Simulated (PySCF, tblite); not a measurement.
# C₄H₉O₃Si radical: geometry, infrared bands and EPR parameters

What infrared bands and EPR parameters should C₄H₉O₃Si radical (`C[CH]OC(=O)CO[SiH3]`) show?

Computed with tblite 0.8.0 and PySCF 2.14.0, with density-fitted response routines of our own, on a single molecule in the gas phase. Atoms are numbered from 0 throughout.

## Step 1: Starting geometry

17 atoms, charge 0, multiplicity 2; geometry from: force field or distance geometry start.

Bonds of the start (Å): C0–C1 1.49, C1–O2 1.38, O2–C3 1.39, C3–O4 1.22, C3–C5 1.53, C5–O6 1.41, O6–Si7 1.66, C0–H8 1.09, C0–H9 1.09, C0–H10 1.09, C1–H11 1.08, C5–H12 1.10, C5–H13 1.10, Si7–H14 1.49, Si7–H15 1.48, Si7–H16 1.48.

## Step 2: Relaxing the molecule with GFN2-xTB

The job: settings as JSON, then the geometry in Å.

```
{"job": {"kind": "relax", "xc": "GFN2-xTB", "basis": "xTB"}, "charge": 0, "multiplicity": 2}
C      3.679800    -0.326300    -0.111000
C      2.329300    -0.690300    -0.632000
O      1.228400    -0.107800    -0.030300
C     -0.007700    -0.472700    -0.551900
O     -0.196900    -1.277900    -1.447100
C     -1.096600     0.269600     0.225000
O     -2.397700    -0.047000    -0.228700
Si    -3.686200     0.687400     0.515800
H      4.276900     0.112000    -0.910700
H      4.185600    -1.211900     0.268200
H      3.597300     0.401400     0.702900
H      2.154400    -1.398500    -1.423000
H     -0.907900     1.344300     0.101600
H     -0.981800    -0.004500     1.282600
H     -4.961700     0.226600    -0.099100
H     -3.557400     2.152400     0.373800
H     -3.664800     0.355200     1.959800
```

Started as:

```
$ OMP_NUM_THREADS=1 python probes_run.py task.json out
```

One launch serves the whole session: the jobs run in the order shown.

What it wrote:

```text
step      E/eV     max force
  0    -736.35160    1.937
  1    -736.43284    1.266
  2    -736.46063    0.821
  3    -736.47421    0.383
  4    -736.48547    0.346
  5    -736.49597    0.321
  6    -736.50558    0.296
  7    -736.51648    0.267
  8    -736.52800    0.342
  9    -736.53768    0.326
 10    -736.54525    0.202
 11    -736.55090    0.224
 12    -736.55601    0.198
 13    -736.56041    0.160
 14    -736.56308    0.107
 15    -736.56495    0.090
 16    -736.56696    0.111
 17    -736.56916    0.146
 18    -736.57127    0.128
 19    -736.57314    0.089
 20    -736.57481    0.096
 21    -736.57631    0.109
 22    -736.57752    0.094
 23    -736.57838    0.063
 24    -736.57915    0.074
 25    -736.58000    0.076
 26    -736.58085    0.070
 27    -736.58145    0.060
 28    -736.58178    0.051
 29    -736.58205    0.044
 30    -736.58238    0.043
 31    -736.58276    0.049
 32    -736.58311    0.040
 33    -736.58339    0.039
 34    -736.58364    0.044
 35    -736.58392    0.053
 36    -736.58426    0.051
 37    -736.58467    0.064
 38    -736.58516    0.068
 39    -736.58571    0.057
 40    -736.58631    0.060
 41    -736.58693    0.066
 42    -736.58756    0.062
 43    -736.58814    0.065
 44    -736.58861    0.057
 45    -736.58898    0.053
 46    -736.58932    0.046
 47    -736.58965    0.040
 48    -736.58993    0.038
 49    -736.59011    0.034
 50    -736.59024    0.029
 51    -736.59040    0.037
 52    -736.59062    0.038
 53    -736.59091    0.038
 54    -736.59113    0.027
 55    -736.59122    0.012
 56    -736.59124    0.011
 57    -736.59125    0.009
```

Run time: 0.32 s. Hardware: 1 thread of Arm Neoverse V2, shared host; peak memory 0.18 GiB.

Relaxation path: (not every step is listed)

```csv
step,energy from step 0 (eV),largest force (eV/Å)
0,0.0000,1.9371
1,-0.0812,1.2657
2,-0.1090,0.8212
3,-0.1226,0.3835
4,-0.1339,0.3458
5,-0.1444,0.3205
6,-0.1540,0.2955
7,-0.1649,0.2669
8,-0.1764,0.3419
12,-0.2044,0.1981
16,-0.2154,0.1111
20,-0.2232,0.0957
24,-0.2276,0.0737
28,-0.2302,0.0506
32,-0.2315,0.0404
36,-0.2327,0.0506
40,-0.2347,0.0605
44,-0.2370,0.0572
48,-0.2383,0.0378
52,-0.2390,0.0378
53,-0.2393,0.0385
54,-0.2395,0.0274
55,-0.2396,0.0117
56,-0.2396,0.0107
57,-0.2396,0.0094
```

Close pairs (by a distance rule), those that changed most:

```csv
bond,before (Å),after (Å),change (Å)
Si7–H14,1.489,1.450,-0.039
O6–Si7,1.659,1.621,-0.038
O2–C3,1.390,1.355,-0.036
C1–O2,1.383,1.349,-0.035
C5–O6,1.414,1.381,-0.033
C0–C1,1.493,1.473,-0.019
C3–O4,1.219,1.205,-0.014
Si7–H16,1.482,1.468,-0.014
```

The final coordinates are the input of the step that follows.

## Step 3: Harmonic vibrations with GFN2-xTB

The job: settings as JSON, then the geometry in Å.

```
{"job": {"kind": "ir", "xc": "GFN2-xTB", "basis": "xTB"}, "charge": 0, "multiplicity": 2}
C      3.644800    -0.374664    -0.168256
C      2.296374    -0.719070    -0.652003
O      1.237582    -0.128776    -0.060916
C     -0.018310    -0.419484    -0.477001
O     -0.265356    -1.191635    -1.367886
C     -1.019294     0.372602     0.349049
O     -2.308285     0.092484    -0.059702
Si    -3.719139     0.668228     0.493208
H      4.253362     0.046137    -0.972407
H      4.169206    -1.262707     0.193147
H      3.572207     0.349193     0.638792
H      2.104208    -1.414386    -1.451676
H     -0.790750     1.441979     0.234370
H     -0.874849     0.114994     1.408225
H     -4.622767    -0.048058    -0.385328
H     -3.777495     2.128454     0.356563
H     -3.888491     0.356740     1.917539
```

What it wrote:

```text
mode    cm-1     km/mol
  1       8.2      1.36
  2      23.8      0.10
  3      59.8      2.29
  4      80.5      1.53
  5      97.6      0.10
  6     155.4      0.88
  7     175.2      4.89
  8     184.2      6.00
  9     240.1      1.23
 10     347.0      1.33
 11     405.1      9.55
 12     462.8     30.12
 13     524.0      0.71
 14     603.8     76.18
 15     626.7     61.02
 16     685.6      7.69
 17     739.0    221.08
 18     796.2    285.88
 19     834.5     15.23
 20     845.3    381.12
 21     912.0     17.27
 22     944.4      5.51
 23     950.6    122.77
 24     995.3      4.85
 25    1090.0    243.22
 26    1135.4     18.32
 27    1179.0     32.95
 28    1192.8    156.37
 29    1199.8      5.57
 30    1302.9      3.50
 31    1326.2     14.03
 32    1388.5      9.07
 33    1440.6     11.03
 34    1440.8      6.63
 35    1464.8      8.17
 36    1750.3    519.49
 37    2200.7    400.30
 38    2236.3    190.80
 39    2383.0    233.23
 40    2857.1     29.20
 41    2886.5     31.97
 42    2936.2     11.46
 43    2967.1     24.11
 44    3055.4      9.09
 45    3110.9     14.17
```

Wall time 0.47 s (1 thread of Arm Neoverse V2, shared host); peak memory 0.18 GiB.

The strongest bands and the atoms that carry them (share of the mass-weighted mode):

```csv
cm⁻¹,km/mol,atoms
739,221.1,"H14 60 %, H16 17 %, H15 17 %"
796,285.9,"H15 32 %, H16 32 %, H14 25 %"
845,381.1,"Si7 23 %, H16 22 %, H15 22 %, O6 15 %"
1090,243.2,"C3 54 %, O2 25 %"
1750,519.5,"C3 63 %, O4 35 %"
2201,400.3,"H16 48 %, H15 48 %"
2236,190.8,"H15 49 %, H16 49 %"
2383,233.2,H14 97 %
```

## Step 4: EPR parameters: B3LYP/pcH-1

Settings changed since step 3:

```diff
@@ -1,2 +1,2 @@
-{"job": {"kind": "ir", "xc": "GFN2-xTB", "basis": "xTB"}, "charge": 0, "multiplicity": 2}
+{"job": {"kind": "epr", "basis": "pcH-1"}, "charge": 0, "multiplicity": 2}
 C      3.644800    -0.374664    -0.168256
```

Method: UKS B3LYP, pcH-1 on C H O Si, non-relativistic, mean-field spin-orbit, GIAO.

What it wrote:

```text
UKS, coarse grid
  cycle   1  E = -672.76316154  |g| = 8.37e-01
  cycle   2  E = -671.97813391  |g| = 1.66e+00
  cycle   3  E = -672.98270463  |g| = 2.71e-01
  cycle   4  E = -673.00598669  |g| = 1.19e-01
  cycle   5  E = -673.01042254  |g| = 2.36e-02
  cycle   6  E = -673.01065565  |g| = 6.95e-03
  cycle   7  E = -673.01067846  |g| = 1.94e-03
  cycle   8  E = -673.01067987  |g| = 1.34e-03
  cycle   9  E = -673.01068136  |g| = 4.39e-04
UKS, final grid
  cycle   1  E = -673.01068420  |g| = 7.20e-04
  cycle   2  E = -673.01068383  |g| = 1.30e-03
  cycle   3  E = -673.01068440  |g| = 1.49e-04
  cycle   4  E = -673.01068440  |g| = 4.88e-05
  cycle   5  E = -673.01068441  |g| = 3.33e-05
  cycle   6  E = -673.01068441  |g| = 5.14e-06
E = -673.01068441 Eh   <S^2> = 0.7540 (exact 0.7500)
g shifts (ppm)      1          2          3
  rmc          -174       -174       -174
  gc             -2         44         36
  oz_so         -25        556       1407
  total        -201        427       1269
hyperfine (MHz)  atom isotope    a_iso     a_fc   dipolar eigenvalues
    0   13C     -33.71     -33.73     -2.18      0.76      1.42
    1   13C      91.35      91.43    -81.77    -79.28    161.04
    2   17O      -5.82      -5.87    -27.29     12.73     14.56
    3   13C       5.26       5.29     -5.85     -3.31      9.16
    4   17O      -2.92      -2.92    -15.54      7.24      8.30
    5   13C      -4.70      -4.70     -0.70      0.09      0.62
    6   17O       0.47       0.47     -0.13     -0.01      0.14
    7  29Si       0.25       0.25     -0.09      0.03      0.06
    8    1H     106.81     106.81     -5.04     -3.76      8.80
    9    1H     107.52     107.52     -5.05     -3.76      8.81
   10    1H       2.77       2.76     -4.58     -3.74      8.33
   11    1H     -66.57     -66.59    -36.58     -0.53     37.10
   12    1H       9.95       9.95     -1.76     -1.34      3.10
   13    1H       9.96       9.96     -1.76     -1.33      3.09
   14    1H      -0.03      -0.03     -0.27     -0.27      0.55
   15    1H      -0.04      -0.04     -0.29     -0.29      0.59
   16    1H      -0.04      -0.04     -0.29     -0.29      0.59
```

Run time: 98 s. Hardware: 1 thread of Arm Neoverse V2, shared host; peak memory 1.1 GiB.

Principal g values 2.00212, 2.00275, 2.00359; g(iso) = 2.00282, against 2.00232 for a free electron.

Hyperfine couplings; where a row names several nuclei, a(iso) is their mean (it holds for fast rotation or exchange) and the dipolar term the largest among them:

```csv
nuclei,isotope,a(iso) (MHz),"a(iso) (G, at g = 2.0023)",largest dipolar term (MHz)
C1,13C,91.4,32.6,161.0
"H8, H9, H10",1H,72.4,25.8,8.8
H11,1H,-66.6,-23.8,37.1
C0,13C,-33.7,-12.0,-2.2
"H12, H13",1H,10.0,3.6,3.1
O2,17O,-5.8,-2.1,-27.3
C3,13C,5.3,1.9,9.2
C5,13C,-4.7,-1.7,-0.7
O4,17O,-2.9,-1.0,-15.5
O6,17O,0.5,0.2,0.1
Si7,29Si,0.3,0.1,-0.1
"H14, H15, H16",1H,0.0,0.0,0.6
```

Mulliken spin populations:

C0 -0.08; C1 0.94; O2 0.02; C3 0.04; O4 0.05; C5 -0.01; O6 0.00; Si7 0.00; H8 0.04; H9 0.04; H10 0.00; H11 -0.04; H12 0.00; H13 0.00; H14 0.00; H15 0.00; H16 0.00

In first order the couplings over 0.8 MHz of 1H give 24 distinct lines over 108.3 G, if the averaged nuclei exchange fast; the same motion can average rows kept apart here too.

The fields below are evaluated on a grid from the run's orbitals.

ELF in a plane through or near 11 of the atoms.

Ten even steps from ' ' (0.00) to '@' (1.00):
```
                                                        
                                                        
                                                        
              ..                                        
            **%%##..                                    
          ::@@@@@@==                                    
          --@@@@@@--  ::..    ..::      ......          
          ::@@@@@@..::##**  ..++++::    ::----..        
        ..++::--++..**@@%%  ::------::--    ::..        
        ::**--..%%==##==**::##::++######==##  ..        
        ..++++##**..%%++%%::##%%==%%--%%--##..==::      
          ::::==::======++**--++::##--##..::@@@@##..    
              ::@@@@**  ==%%##::  ##%%==::@@@@@@@@++    
              ++@@@@++::##--****  ::++....@@@@@@@@==    
              ++@@@@..==%%++%%%%::  ..    @@@@@@@@..    
              ::%%##  --##%%%%**::        ##@@%%==      
                ..    ..==++++--..        ..::..        
                                                        
                                                        
                                                        
```
The map spans 14.1 Å across and 8.9 Å up, centred on the molecule. Atoms in the plane (x, y in Å): C0 (-3.6, 0.4), C1 (-2.4, -0.5), O2 (-1.2, 0.1), C3 (-0.1, -0.6), O4 (-0.1, -1.8), C5 (1.1, 0.3), O6 (2.3, -0.5), Si7 (3.8, 0.0), H10 (-3.4, 1.4), H11 (-2.5, -1.5), H14 (4.5, -1.3).

log10 of the density (e/Å³) in the same plane.

Ten even steps from '0' (-4.0) to '9' (2.1):
```
0000000000000000000000000000
0000000000000000000000000000
0000000000000000000000000000
0000012221000001110011100000
0000123332100112221122211000
0001234543222223332233321000
0002345654333334443344432100
0012356754454445554445543100
0013467765676556765556543210
0023468766797667966679643210
0013456677777666677779654210
0012345568666976578656654210
0002234566556775456555754210
0001123466556875444445654210
0000012355456875433334443210
0000001234345665422223332100
0000000122234444310112221000
0000000000012222100000000000
0000000000000110000000000000
0000000000000000000000000000
```
The map spans 14.1 Å across and 8.9 Å up, centred on the molecule. Atoms in the plane (x, y in Å): C0 (-3.6, 0.4), C1 (-2.4, -0.5), O2 (-1.2, 0.1), C3 (-0.1, -0.6), O4 (-0.1, -1.8), C5 (1.1, 0.3), O6 (2.3, -0.5), Si7 (3.8, 0.0), H10 (-3.4, 1.4), H11 (-2.5, -1.5), H14 (4.5, -1.3).

On the surface of density 0.002 e/bohr³ the electrostatic potential runs, from the 1st to the 99th percentile, from -1.97 V near O4 to 1.47 V near H15.

The spin density lies nearest to C1 60 %; H11 9 %; O2 8 %.

## Step 5: Summary of results

| quantity | value |
| --- | --- |
| strongest single infrared mode (GFN2-xTB) | 1750 cm⁻¹, 519 km/mol |
| zero-point energy (GFN2-xTB) | 74.7 kcal/mol |
| g(iso) (B3LYP) | 2.00282 |
| ⟨S²⟩ | 0.754 (exact 0.75) |
| largest a(iso) (averaged by class) | 13C on C1, 91.4 MHz |
| potential on the surface of density 0.002 e/bohr³, 1st and 99th percentile | -1.97 V and 1.47 V |

Over 57 steps the energy fell by 0.240 eV; of the close pairs, Si7–H14 changed most, 1.489 to 1.450 Å. All 45 modes are real, so the xTB geometry is a minimum. The strongest single mode, at 1750 cm⁻¹, moves mainly C3 and O4. GFN2-xTB is a fitted tight-binding method: band positions and strengths are rough. Its intensities can rank the bands wrongly. C1 carries the largest spin population, 0.94 e. The isotropic g lies 0.5 ppt above the free-electron value. These values are for one conformer; the search (at its own cheap level) found 2 more, at 0.05, 1.13 kcal/mol, and measured spectra average over such forms.
